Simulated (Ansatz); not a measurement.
# CH5FGeSSi: basis-set convergence

An exercise on one series of results from a longer session: the logs are not shown, and one member is left open.

Computed with Ansatz 0.2.0, Gaussian basis. Level: one geometry, several basis sets.

Plan: PBE0-D4/def2-SVP; ωB97M-V/def2-SVP; PBE0-D4/def2-QZVPP; ωB97M-V/def2-QZVPP; the functionals' def2-TZVPP values are taken from earlier runs.

### The geometry

The geometry comes from an earlier relaxation with PBE0-D4 in a triple-zeta def2 set; it is a stationary point, not always the lowest conformer.

SMILES `[F][GeH]1[CH2][SiH2][S]1`, 10 atoms, charge 0, spin multiplicity 1.

Atoms are counted from 1 here; the program's logs count them from 0.

Bond lengths: F1–Ge2 1.740 Å, Ge2–C3 1.952 Å, Ge2–S5 2.221 Å, Ge2–H6 1.534 Å, C3–Si4 1.886 Å, C3–H7 1.091 Å, C3–H8 1.090 Å, Si4–S5 2.157 Å, Si4–H9 1.485 Å, Si4–H10 1.485 Å. Angles: F1–Ge2–C3 110.2°, F1–Ge2–S5 110.6°, F1–Ge2–H6 104.9°, C3–Ge2–S5 92.7°, C3–Ge2–H6 122.7°, S5–Ge2–H6 115.3°, Ge2–C3–Si4 92.2°, Ge2–C3–H7 111.3°, Ge2–C3–H8 113.7°, Si4–C3–H7 114.6°, Si4–C3–H8 114.8°, H7–C3–H8 109.4°, C3–Si4–S5 96.7°, C3–Si4–H9 113.5°, C3–Si4–H10 114.0°, S5–Si4–H9 111.3°, S5–Si4–H10 112.0°, H9–Si4–H10 108.9° and more.

As a file:

```mol
CH5FGeSSi
  3D, bonds by distance, orders not assigned

 10 10  0  0  0  0  0  0  0  0999 V2000
   -0.9526    1.0338    2.2906 F   0  0
   -1.0265   -0.0995    0.9718 Ge  0  0
    0.7721   -0.5088    0.3327 C   0  0
    0.4673    0.3696   -1.3078 Si  0  0
   -1.5777    0.9337   -0.9156 S   0  0
   -2.0075   -1.1828    1.4366 H   0  0
    1.5317   -0.0431    0.9621 H   0  0
    0.9747   -1.5770    0.2497 H   0  0
    0.5633   -0.5279   -2.4871 H   0  0
    1.3384    1.5511   -1.5301 H   0  0
  1  2  8  0
  2  3  8  0
  3  4  8  0
  4  5  8  0
  2  6  8  0
  3  7  8  0
  3  8  8  0
  4  9  8  0
  4 10  8  0
  2  5  8  0
M  END
```

Set-up of the first run:

in.yaml reads:

```yaml
crystal:
  periodic: [false, false, false]
  atoms:
    - {symbol: F, position_ang: [-0.952582, 1.033844, 2.290564]}
    - {symbol: Ge, position_ang: [-1.026535, -0.099492, 0.971836]}
    - {symbol: C, position_ang: [0.772124, -0.508811, 0.332711]}
    - {symbol: Si, position_ang: [0.467323, 0.369551, -1.307829]}
    - {symbol: S, position_ang: [-1.577700, 0.933659, -0.915555]}
    - {symbol: H, position_ang: [-2.007529, -1.182751, 1.436562]}
    - {symbol: H, position_ang: [1.531659, -0.043113, 0.962110]}
    - {symbol: H, position_ang: [0.974737, -1.577046, 0.249702]}
    - {symbol: H, position_ang: [0.563341, -0.527939, -2.487071]}
    - {symbol: H, position_ang: [1.338362, 1.551098, -1.530130]}
basis:
  gaussian: {orbitals: def2-SVP}
hamiltonian: {xc: pbe0, dispersion: d4}
output: {orbitals: {seedname: orbitals}}
```

Among the steps run: PBE0-D4 in def2-SVP; ωB97M-V in def2-SVP; PBE0-D4 in def2-QZVPP; ωB97M-V in def2-QZVPP.

One of the session's tables, all rows but one given; the rest of the session is left out.

It belongs to the step «Density functionals: the series». 

| functional | basis | HOMO (eV) |
| --- | --- | --- |
| PBE0-D4 | def2-SVP | -7.59 |
| PBE0-D4 | def2-TZVPP | ? |
| PBE0-D4 | def2-QZVPP | -7.67 |
| ωB97M-V | def2-SVP | -9.69 |
| ωB97M-V | def2-TZVPP | -9.80 |
| ωB97M-V | def2-QZVPP | -9.82 |

**Question.** Estimate the row for PBE0-D4, def2-TZVPP.

As computed: HOMO (eV): -7.65. In the column «HOMO (eV)» it lies between PBE0-D4, def2-QZVPP (-7.67) and PBE0-D4, def2-SVP (-7.59).
